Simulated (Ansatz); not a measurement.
# WS (Pm-3m) in Ansatz: settings compared

The runs below take WS through projected density of states, with HSE06, PBE0, r2SCAN0.

Everything below comes from runs of Ansatz 0.2.0. Logs are shortened: lines on timing, memory, paths and dates and some standing lists are left out, and cuts for length are marked.

**1. The structure**

It takes space group Pm-3m (No. 221, cubic). Conventional cell: a = 3.008 Å, b = 3.008 Å, c = 3.008 Å, α = 90.00°, β = 90.00°, γ = 90.00°. W (site symmetry m-3m) has 8 S at 2.60 Å as nearest neighbours. Around S (site symmetry m-3m) lie 8 W at 2.60 Å.

The cell was built by a generator and needn't be a form met in nature.

**2. Projected density of states, HSE06**

The input, input.yaml:

```yaml
crystal:
  lattice:
    - [3.00789, 0.0, 0.0]
    - [0.0, 3.00789, 0.0]
    - [0.0, 0.0, 3.00789]
  atoms:
    - { symbol: W, position: [0.5, 0.5, 0.5] }
    - { symbol: S, position: [0.0, 0.0, 0.0] }
hamiltonian:
  xc: hse06
  pseudopotentials: { kind: paw }
kpoints:
  mp_grid: { grid: [5, 5, 5] }
scf:
  occupations: { method: fermi_dirac, width: 0.05 }
  n_extra_bands: 6
output:
  forces: true
  stress: true
  eigenvalues: true
  dos: { projected: true, de: 0.05 }
```

Potentials or basis: Ansatz PAW.

The run is started by

```bash
$ ansatz run input.yaml --threads 2 --pin off --max-ram 5632MiB --backend cpu --events-out ev --progress --plain --runs-dir out
```

Output:

```text
Warning: output.stress: scf.convergence.dr2_threshold = 1e-7 eV (the SCF's general default) is looser than the 2e-10 eV advised for a printed stress (1e-10 eV for each atom of the cell: 2). What an SCF threshold leaves in a stress goes as its square root, and in the free energy as the threshold itself, and one threshold admits the most on a small cell: of the crystals measured, under no hybrid functional and no lock of the moments, on runs that ended without the residual-converged pass, on stresses that held no estimate of that error, the worst erred by over 100 MPa in a component at 1e-7 eV an atom and by under 5 at 1e-10. Set scf.convergence.dr2_threshold to 2e-10 eV or tighter. The threshold is an SCF's pass mark: one that does not reach it within its budget of iterations ends unconverged, or closes short of it on a stop that the run arms, and scf.convergence.dr2_threshold's page says what that costs each kind of run
Warning: output.stress: scf.exx.energy_threshold = 1e-6 eV is looser than the 2e-8 eV advised for a stress under a hybrid functional (1e-8 eV for each atom of the cell: 2). Every SCF of the exchange loop can meet its threshold on dr2 while the loop round them stops early: no threshold on dr2 bounds what that leaves in the stress. Set scf.exx.energy_threshold to 2e-8 eV or tighter. The threshold is the loop's pass mark: a loop that does not reach it within its budget of cycles ends unconverged, and scf.exx.energy_threshold's page has the law
Warning: RAYON_NUM_THREADS=2 ignored (pool sized by the plan → 2); use --threads N
scf.n_extra_bands = 6 over 10 filled bands (N_el = 20.0): the run solves 16 bands
Engine: ansatz 0.2.0, aarch64-unknown-linux-gnu
Pseudopotentials: kind: paw
Pseudopotential: W, paw, valence charge 14, recommended cutoff 420 eV (normal), W.paw.azcp
Pseudopotential: S, paw, valence charge 6, recommended cutoff 420 eV (normal), S.paw.azcp
Functional definition: HSE06
  parameter a = 0.25
  parameter omega = 0.11/bohr
  exchange = pbe_x - a*pbe_x_sr(omega) + a*exact_x_sr(omega)
  correlation = pbe_c
Crystal: 2 atoms, lattice volume = 27.214 Å³
Basis set: ecut = 420 eV, 515 PW (Γ), exchange–correlation on 48×48×48 points (8 copies of the dense FFT grid, shifted against one another)
Bands: 16, of which v1, the nominal top of the filled ones, is band 10 counted from 1 (9 counted from 0)
Symmetry: 48 space group operations
Space group: Pm-3m (ITA 221), of the structure as read, at distance tolerance 3.0e-5 Å
k-points: 10 of 125
Non-local potential: W, projectors of the file, l = 0: 3, l = 1: 2, l = 2: 2, l = 3: 1
Non-local potential: S, projectors of the file, l = 0: 2, l = 1: 2, l = 2: 2
PAW form: soft (Blöchl's): semilocal exchange-correlation on the pseudo side does not see the compensation charge
PAW frozen core: W, regenerated for the run's functional, and the local potential with it (the file was generated under x = pbe(κ = 0.804, μ = 0.2195149727645171), c = pbe(β = 0.06672455060314922))
PAW frozen core: S, regenerated for the run's functional, and the local potential with it (the file was generated under x = pbe(κ = 0.804, μ = 0.2195149727645171), c = pbe(β = 0.06672455060314922))
PAW one-centre angular grid: W, 590 points (default); XC on 64 Gauss nodes
PAW one-centre angular grid: S, 110 points (default); XC on 64 Gauss nodes
Initial density: superposition of atomic densities (neutral atoms: chi_scale 0, normalization atom), corrected by the library's trained network
Initial wavefunctions: pseudopotential atomic-orbital guess
Functional: x = pbe(κ = 0.804, μ = 0.2195149727645171), c = pbe(β = 0.06672455060314922), warm-up for x = pbe(κ = 0.804, μ = 0.2195149727645171) + 0.25 (exact − pbe) at short range (hse, ω = 0.20786987370883472 Å⁻¹), c = pbe(β = 0.06672455060314922); HSE06 as pw.x's `hse` composes it (authors' and Libxc's form: `xc: wpbeh`)
SCF iter   1: F=—  HF=-11286.363186 eV  |F-HF|=—  |Δ(HF+E_count)|=         —  Δρ=6.52e-3  dr2=1.37e-2  ethr=1.77e-3  ⟨swp⟩=6.2  Hψ=661  notcnv=0
preconditioner: auto → none  [metal: Δε(μ)=0.040 eV  Ē_g=11.306 eV  σ=0.050 eV  W_gap=0.19  n_scr=6 (ndim 8)  ℏωp=24.7 eV  f_vac=0.000  D(μ)=2.76/eV (n_scr^D=32)  sad-step TF]
SCF iter   2: F=—  HF=-11286.361009 eV  |F-HF|=—  |Δ(HF+E_count)|=   2.18e-3  Δρ=4.17e-3  dr2=6.31e-3  ethr=6.84e-5  ⟨swp⟩=2.3  Hψ=291  notcnv=0  defer=2
iter 3 solved again at ethr=1.80e-7 eV; its pass at ethr=3.15e-5 eV (dr2=3.59e-5 eV) is discarded
SCF iter   3: F=—  HF=-11286.359514 eV  |F-HF|=—  |Δ(HF+E_count)|=   1.50e-3  Δρ=4.11e-4  dr2=3.77e-5  ethr=1.80e-7  ⟨swp⟩=3.3  Hψ=687  notcnv=0
SCF iter   4: F=—  HF=-11286.359516 eV  |F-HF|=—  |Δ(HF+E_count)|=   1.83e-6  Δρ=5.06e-5  dr2=7.33e-7  ethr=1.80e-7  ⟨swp⟩=2.3  Hψ=268  notcnv=0
SCF iter   5: F=—  HF=-11286.359516 eV  |F-HF|=—  |Δ(HF+E_count)|=   6.44e-8  Δρ=1.08e-5  dr2=9.30e-9  ethr=3.67e-9  ⟨swp⟩=3.4  Hψ=321  notcnv=0
SCF iter   6: F=-11286.359516 eV  HF=-11286.359516 eV  |F-HF|=3.91e-10  |Δ(HF+E_count)|=   8.79e-9  Δρ=1.97e-6  dr2=5.63e-10  ethr=4.65e-11  ⟨swp⟩=3.0  Hψ=352  notcnv=0
SCF 1 converged in 6 iterations: F = -11286.359516 eV  dr2 = 5.63e-10
Initial density: handed on by an earlier stage of this run
Initial wavefunctions: those handed on with the density
Functional: x = pbe(κ = 0.804, μ = 0.2195149727645171) + 0.25 (exact − pbe) at short range (hse, ω = 0.20786987370883472 Å⁻¹), c = pbe(β = 0.06672455060314922); HSE06 as pw.x's `hse` composes it (authors' and Libxc's form: `xc: wpbeh`)
Exchange kernel: α = 0.2500, screened, ω = 0.2079 Å⁻¹, Wigner–Seitz truncation, v(0) = 1028.0834 eV·Å³, q-mesh 5×5×5, nearest image of the exchange supercell L = 15.04 Å, pair-density grid 15×15×15, without the augmentation charges, whose exchange is taken in its separable form by FFT convolution over the k-point mesh (sized by the pseudopotential files, 24×24×24 at the most), smooth part of the exact exchange by density-matrix convolution
Frozen-core exchange: fock
iter 1 solved again at ethr=6.25e-5 eV; its pass at ethr=1.00e-1 eV (dr2=1.25e-2 eV) is discarded
SCF iter   1: F=—  HF=-11287.603907 eV  |F-HF|=—  |Δ(HF+E_count)|=         —  Δρ=7.05e-3  dr2=1.38e-2  ethr=6.25e-5  ⟨swp⟩=3.6  Hψ=738  notcnv=0
preconditioner: auto → none  [insulator: Δε(μ)=0.591 eV  Ē_g=12.799 eV  σ=0.050 eV  W_gap=0.61  n_scr=6 (ndim 8)  ℏωp=24.7 eV  f_vac=0.000  D(μ)=2.77/eV (n_scr^D=32)]
SCF iter   2: F=—  HF=-11287.599988 eV  |F-HF|=—  |Δ(HF+E_count)|=   3.92e-3  Δρ=2.64e-3  dr2=1.63e-3  ethr=6.25e-5  ⟨swp⟩=3.0  Hψ=359  notcnv=0
SCF iter   3: F=—  HF=-11287.599524 eV  |F-HF|=—  |Δ(HF+E_count)|=   4.64e-4  Δρ=7.61e-4  dr2=1.25e-4  ethr=7.96e-6  ⟨swp⟩=3.0  Hψ=322  notcnv=0
SCF iter   4: F=—  HF=-11287.599505 eV  |F-HF|=—  |Δ(HF+E_count)|=   1.91e-5  Δρ=3.96e-4  dr2=2.10e-5  ethr=5.32e-7  ⟨swp⟩=2.8  Hψ=282  notcnv=0
SCF iter   5: F=—  HF=-11287.599501 eV  |F-HF|=—  |Δ(HF+E_count)|=   4.57e-6  Δρ=1.28e-4  dr2=7.11e-6  ethr=1.03e-7  ⟨swp⟩=3.0  Hψ=324  notcnv=0
SCF iter   6: F=-11287.599498 eV  HF=-11287.599498 eV  |F-HF|=1.92e-7  |Δ(HF+E_count)|=   2.67e-6  Δρ=3.20e-5  dr2=2.63e-7  ethr=3.42e-8  ⟨swp⟩=2.9  Hψ=324  notcnv=0
SCF 2 stopped early in 6 iterations: F = -11287.599498 eV  dr2 = 2.63e-7
hybrid outer 1: dexx = +2.779e-3 eV, tail = 5.77e-6 eV
Exchange kernel: α = 0.2500, screened, ω = 0.2079 Å⁻¹, Wigner–Seitz truncation, v(0) = 1028.0834 eV·Å³, q-mesh 5×5×5, nearest image of the exchange supercell L = 15.04 Å, pair-density grid 15×15×15, without the augmentation charges, whose exchange is taken in its separable form by FFT convolution over the k-point mesh (sized by the pseudopotential files, 24×24×24 at the most), smooth part of the exact exchange by density-matrix convolution
Frozen-core exchange: fock
SCF iter   1: F=—  HF=-11287.599546 eV  |F-HF|=—  |Δ(HF+E_count)|=         —  Δρ=6.52e-5  dr2=4.40e-7  ethr=1.44e-7  ⟨swp⟩=4.2  Hψ=446  notcnv=0
preconditioner: auto → none  [insulator: Δε(μ)=0.556 eV  Ē_g=12.779 eV  σ=0.050 eV  W_gap=0.59  n_scr=6 (ndim 8)  ℏωp=24.7 eV  f_vac=0.000  D(μ)=2.76/eV (n_scr^D=32)]
SCF iter   2: F=—  HF=-11287.599546 eV  |F-HF|=—  |Δ(HF+E_count)|=   1.27e-7  Δρ=2.83e-5  dr2=8.37e-8  ethr=2.18e-9  ⟨swp⟩=3.1  Hψ=301  notcnv=0
SCF iter   3: F=—  HF=-11287.599546 eV  |F-HF|=—  |Δ(HF+E_count)|=   2.54e-8  Δρ=8.32e-6  dr2=1.99e-8  ethr=4.12e-10  ⟨swp⟩=3.0  Hψ=284  notcnv=0
SCF iter   4: F=-11287.599546 eV  HF=-11287.599546 eV  |F-HF|=3.82e-10  |Δ(HF+E_count)|=   7.46e-9  Δρ=1.91e-6  dr2=5.86e-10  ethr=9.31e-11  ⟨swp⟩=2.8  Hψ=288  notcnv=0  defer=1
SCF 3 converged in 4 iterations: F = -11287.599546 eV  dr2 = 5.86e-10
  Residual-converged pass: ⟨swp⟩=3.0  Hψ=306  notcnv=0  max |occ|·‖R‖ = 2.4e-6 eV (tolerance 2.4e-6 eV)  dr2=5.41e-10  dr2_onsite=1.65e-11  max |Δocc| = 9.9e-13
hybrid outer 2: dexx = +1.375e-7 eV, tail = 4.92e-9 eV, Δε = 2.48e-3 eV (about 6.93e-5 eV left of the loop's levels)
hybrid SCF converged: 2 outer / 10 inner (+6 warm-up), last move |dexx| = 1.37e-7 eV, tail = 4.92e-9 eV
Stability not checked: this state was not tested for a lower state beside it, because the functional holds exact exchange (a hybrid, or Hartree-Fock), whose exchange loop this test does not read (fock_operator; see scf.lower_state_search)
Free energy (F): -11287.599546 eV
Frozen-core exchange: fock
Harris-Foulkes:  -11287.599546 eV  (|F-HF|=3.82e-10)
Internal energy: -11287.579801 eV  (E = F + TS)
E sigma→0 (E₀):  -11287.589674 eV
Entropy (-TS):   -0.019745 eV (-9.872 meV/atom)
Fermi energy:    20.402528 eV
--- Per-component energies (eV) ---
  E_band       = -89.892080
  E_kinetic    = 562.127691
  E_local      = -710.457187  (includes V_loc(G=0)·N_el)
  E_nonlocal   = 29.980402
  E_hartree    = 261.249639
  E_xc         = -291.760025
  E_vxc        = -261.867478  (∫ρ·V_xc dr)
  E_exx        = -51.990099  (= α·E_x^exact, valence–valence)
  E_paw        = -9185.605037  (= ΣΔE_a)
  E_vpaw       = -128.194341  (= ΣTr[D̂ρ^β])
  E_aug_tail   = -0.000061  (compensation charges beyond the density's cutoff)
  E_ewald      = -1898.108939
  E_core_change = -3.016187  (= ΣΔE_core)
  E_smearing   = -0.019745  (= −TS)
  E_closure    = 0.000000  (closes the sum)
  Σ components = -11287.599546   (vs F -11287.599546, Δ=1.82e-12)
--- Forces (eV/Å), atoms counted from 1 ---
  atom   1  W      0.00000000    -0.00000000     0.00000000
  atom   2  S     -0.00000000     0.00000000    -0.00000000
  max |Σ_I F_I| component: 2.10e-29 eV/Å
--- Stress (GPa, compression-positive) ---
       -7.956887      -0.000000       0.000000
       -0.000000      -7.956887      -0.000000
        0.000000       0.000000      -7.956887
  P = ⅓ Tr σ = -7.9569 GPa (-79.569 kbar)
--- Band table (eV; the first three rows and the last of 10) ---
  k-point 0: bands = ["-58.4244", "-21.1280", "-21.1280", "-21.1280", "0.3745", "14.6889", "14.6889", "16.6094", "16.6094", "16.6094", "21.5708", "21.5708", "21.5708", "23.0621", "30.3686", "30.3686"]
  k-point 1: bands = ["-58.4167", "-21.3025", "-21.1109", "-21.1109", "1.0559", "12.2877", "15.0937", "15.7851", "15.7851", "18.0259", "21.7839", "22.6524", "22.6524", "25.1163", "28.0111", "31.8490"]
  k-point 2: bands = ["-58.4041", "-21.5771", "-21.0837", "-21.0837", "2.5863", "8.9338", "14.7673", "14.7673", "15.9061", "21.9267", "22.1750", "24.7985", "24.7985", "25.2592", "26.5584", "29.5265"]
  k-point 9: bands = ["-58.3629", "-21.4637", "-21.4597", "-21.4597", "4.5992", "10.4569", "10.4569", "11.7071", "19.8654", "20.6799", "20.6799", "25.1321", "25.1321", "26.9104", "27.6187", "27.6187"]
```

It took 9 s on 2 threads of Arm Neoverse V1, shared host; peak memory 0.66 GiB.

Results:

- Free energy: -11287.5995 eV
- Pressure: -8.0 GPa
- Band gap on the k mesh: none (metal or under the smearing width)
- Density of states at the Fermi level: 1.16 states/eV per cell

States per cell in windows of 1 eV (zero at the Fermi level; states under -8 eV left out):
| from (eV) | total | W 5d | S 3p | W 6s | S 3s | W 5s |
| --- | --- | --- | --- | --- | --- | --- |
| -8.0 | 0.96 | 0.30 | 0.61 | 0.01 | 0.02 | 0.00 |
| -7.0 | 0.63 | 0.22 | 0.36 | 0.01 | 0.02 | 0.00 |
| -6.0 | 1.28 | 0.40 | 0.78 | 0.04 | 0.04 | 0.00 |
| -5.0 | 0.61 | 0.31 | 0.28 | 0.01 | 0.00 | 0.00 |
| -4.0 | 1.42 | 1.13 | 0.19 | 0.05 | 0.00 | 0.00 |
| -3.0 | 0.32 | 0.23 | 0.04 | 0.03 | 0.00 | 0.00 |
| -2.0 | 0.85 | 0.66 | 0.07 | 0.04 | 0.01 | 0.00 |
| -1.0 | 1.40 | 1.06 | 0.11 | 0.04 | 0.03 | 0.00 |
| 0.0 | 1.10 | 0.83 | 0.11 | 0.01 | 0.05 | 0.00 |
| 1.0 | 1.23 | 0.91 | 0.12 | 0.04 | 0.11 | 0.00 |
| 2.0 | 1.12 | 0.76 | 0.19 | 0.04 | 0.07 | 0.00 |
| 3.0 | 1.45 | 0.97 | 0.38 | 0.02 | 0.02 | 0.00 |
| 4.0 | 0.96 | 0.51 | 0.30 | 0.05 | 0.03 | 0.00 |
| 5.0 | 1.41 | 0.23 | 0.22 | 0.61 | 0.04 | 0.01 |
| 6.0 | 0.60 | 0.11 | 0.12 | 0.22 | 0.02 | 0.00 |
| 7.0 | 0.49 | 0.05 | 0.03 | 0.03 | 0.00 | 0.00 |

Caveat: the k mesh is coarse (spacing up to 0.42 Å⁻¹), so the values aren't converged, least of all with exact exchange; the PAW data sets come from PBE, with cores solved anew for the run's functional, which leaves a small shift of forces and pressure; the thresholds are loose for stress. The run has no spin-orbit coupling, so splittings on W are missing.

**3. Projected density of states, PBE0**

Edit input.yaml of step 2 so:

```diff
@@ -9,3 +9,3 @@
 hamiltonian:
-  xc: hse06
+  xc: pbe0
   pseudopotentials: { kind: paw }
```

Potentials or basis: Ansatz PAW.

The run is started by

```bash
$ ansatz run input.yaml --threads 2 --pin off --max-ram 5632MiB --backend cpu --events-out ev --progress --plain --runs-dir out
```

Run time: 11 s. Hardware: 2 threads of Arm Neoverse V1, shared host; peak memory 0.66 GiB.

It converged, with:

```
Free energy                          : -11285.2129 eV
Pressure                             : -8.4 GPa
Band gap on the k mesh               : none (metal or under the smearing width)
Density of states at the Fermi level : 0.95 states/eV per cell
```

Levels at points of the mesh, in eV from the Fermi level:
| k point | band 8 | band 9 | band 10 | band 11 | band 12 | band 13 |
| --- | --- | --- | --- | --- | --- | --- |
| (0.00, 0.00, 0.00) | -4.28 | -4.28 | -4.28 | 1.35 | 1.35 | 1.35 |

States per cell in windows of 1 eV (zero at the Fermi level; states under -8 eV left out):
| from (eV) | total | W 5d | S 3p | W 6s | S 3s | W 5p | W 5s |
| --- | --- | --- | --- | --- | --- | --- | --- |
| -8.0 | 0.80 | 0.27 | 0.49 | 0.01 | 0.02 | 0.01 | 0.00 |
| -7.0 | 0.86 | 0.26 | 0.51 | 0.03 | 0.04 | 0.01 | 0.00 |
| -6.0 | 1.09 | 0.39 | 0.63 | 0.03 | 0.02 | 0.00 | 0.00 |
| -5.0 | 0.93 | 0.70 | 0.20 | 0.01 | 0.00 | 0.00 | 0.00 |
| -4.0 | 0.91 | 0.72 | 0.09 | 0.05 | 0.00 | 0.00 | 0.00 |
| -3.0 | 0.30 | 0.21 | 0.04 | 0.03 | 0.00 | 0.00 | 0.00 |
| -2.0 | 1.11 | 0.87 | 0.09 | 0.05 | 0.02 | 0.00 | 0.00 |
| -1.0 | 1.04 | 0.79 | 0.08 | 0.02 | 0.03 | 0.00 | 0.00 |
| 0.0 | 0.95 | 0.72 | 0.10 | 0.01 | 0.04 | 0.00 | 0.00 |
| 1.0 | 1.07 | 0.81 | 0.10 | 0.03 | 0.09 | 0.00 | 0.00 |
| 2.0 | 1.10 | 0.74 | 0.16 | 0.05 | 0.09 | 0.00 | 0.00 |
| 3.0 | 1.36 | 0.95 | 0.32 | 0.02 | 0.02 | 0.00 | 0.00 |
| 4.0 | 1.21 | 0.68 | 0.38 | 0.05 | 0.03 | 0.00 | 0.00 |
| 5.0 | 0.77 | 0.14 | 0.11 | 0.30 | 0.03 | 0.00 | 0.01 |
| 6.0 | 1.29 | 0.24 | 0.25 | 0.53 | 0.03 | 0.00 | 0.01 |
| 7.0 | 0.36 | 0.03 | 0.03 | 0.03 | 0.00 | 0.00 | 0.00 |

Caveat: the k mesh is coarse (spacing up to 0.42 Å⁻¹), so the values aren't converged, least of all with exact exchange; the PAW data sets come from PBE, with cores solved anew for the run's functional, which leaves a small shift of forces and pressure; the thresholds are loose for stress. Spin-orbit coupling is left out, which matters for the levels of W.

**4. Projected density of states, r2SCAN0**

Edit input.yaml of step 3 so:

```diff
@@ -9,3 +9,3 @@
 hamiltonian:
-  xc: pbe0
+  xc: r2scan0
   pseudopotentials: { kind: paw }
```

The run is started by

```bash
$ ansatz run input.yaml --threads 2 --pin off --max-ram 5632MiB --backend cpu --events-out ev --progress --plain --runs-dir out
```

Wall time 12 s (2 threads of Arm Neoverse V1, shared host); peak memory 0.82 GiB.

Results (log left out):

* Free energy: -11297.8564 eV
* Pressure: -9.9 GPa
* Band gap on the k mesh: none (metal or under the smearing width)
* Density of states at the Fermi level: 0.93 states/eV per cell

Levels at points of the mesh, in eV from the Fermi level:
| k point | band 6 | band 7 | band 8 | band 9 | band 10 | band 11 | band 12 | band 13 | band 14 | band 15 |
| --- | --- | --- | --- | --- | --- | --- | --- | --- | --- | --- |
| (0.00, 0.00, 0.00) | -6.49 | -6.49 | -4.45 | -4.45 | -4.45 | 1.37 | 1.37 | 1.37 | 3.08 | 10.51 |

States per cell in windows of 1 eV (zero at the Fermi level; states under -8 eV left out):
```csv
from (eV),total,W 5d,S 3p,W 6s,S 3s,W 5p,W 5s
-8.0,0.64,0.22,0.37,0.01,0.02,0.00,0.00
-7.0,1.09,0.33,0.67,0.04,0.04,0.01,0.00
-6.0,0.78,0.33,0.42,0.02,0.01,0.00,0.00
-5.0,1.27,0.99,0.21,0.04,0.00,0.00,0.00
-4.0,0.50,0.40,0.04,0.03,0.00,0.00,0.00
-3.0,0.35,0.25,0.05,0.03,0.01,0.00,0.00
-2.0,1.19,0.93,0.09,0.05,0.02,0.00,0.00
-1.0,0.98,0.74,0.07,0.02,0.03,0.00,0.00
0.0,0.92,0.70,0.10,0.01,0.04,0.00,0.00
1.0,1.06,0.80,0.10,0.02,0.09,0.00,0.00
2.0,1.10,0.74,0.17,0.05,0.09,0.00,0.00
3.0,1.35,0.94,0.32,0.02,0.02,0.00,0.00
4.0,1.19,0.67,0.37,0.05,0.03,0.00,0.00
5.0,0.60,0.09,0.08,0.25,0.02,0.00,0.00
6.0,1.40,0.26,0.26,0.58,0.03,0.00,0.01
7.0,0.31,0.03,0.03,0.03,0.00,0.00,0.00
```

Caveat: the k mesh is coarse (spacing up to 0.42 Å⁻¹), so the values aren't converged, least of all with exact exchange; the PAW data sets come from PBE, with cores solved anew for the run's functional, which leaves a small shift of forces and pressure; the thresholds are loose for stress. Spin-orbit coupling is left out, which matters for the levels of W.

**5. Summary**

```tsv
level	cutoff (eV)	gap on the mesh (eV)	pressure (GPa)
HSE06	420	none	-8.0
PBE0	420	none	-8.4
r2SCAN0	500	none	-9.9
```

Alike in all rows: task projected density of states; potentials or basis Ansatz PAW; no spin polarisation; cell as given; k mesh 5 × 5 × 5; smearing fermi-dirac 0.05 eV; the mesh is coarse, so values aren't converged.

Caveats: all runs use coarse meshes; the PAW data sets come from PBE, with cores solved anew for the run's functional, which leaves a small shift of forces and pressure; the thresholds are loose for stress.

Absolute energies hang on the potentials; compare differences alone.
